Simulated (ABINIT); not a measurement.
ReP2:

```
Re P
1.0
     4.39320    0.00000    0.00000
    -2.19660    3.80462    0.00000
     0.00000    0.00000    2.59016
Re P
1 2
Cartesian
  0.0000 0.0000 1.2951
  0.0000 2.5364 1.2951
  2.1966 1.2682 1.2951
```

The cell was built by a generator and needn't be a form met in nature.

Base run:

| Quantity | Value |
| --- | --- |
| Program | ABINIT 10.8.3 (patched build) |
| Functional | PBE |
| Potentials or basis | SPMS NC PBE v1.0 |
| Cutoff | 490 eV |
| k mesh | 8 × 8 × 12, shifted |
| Occupations | fermi-dirac, width 0.05 eV |
| Spin | no spin polarisation |

Its results: pressure 0.3 GPa.

Task: The run is repeated on the same cell with these changes: k mesh from 8 × 8 × 12, shifted to 5 × 5 × 8. What comes out?

Result: Pressure -0.5 GPa.

Not every run made on this cell is shown here.
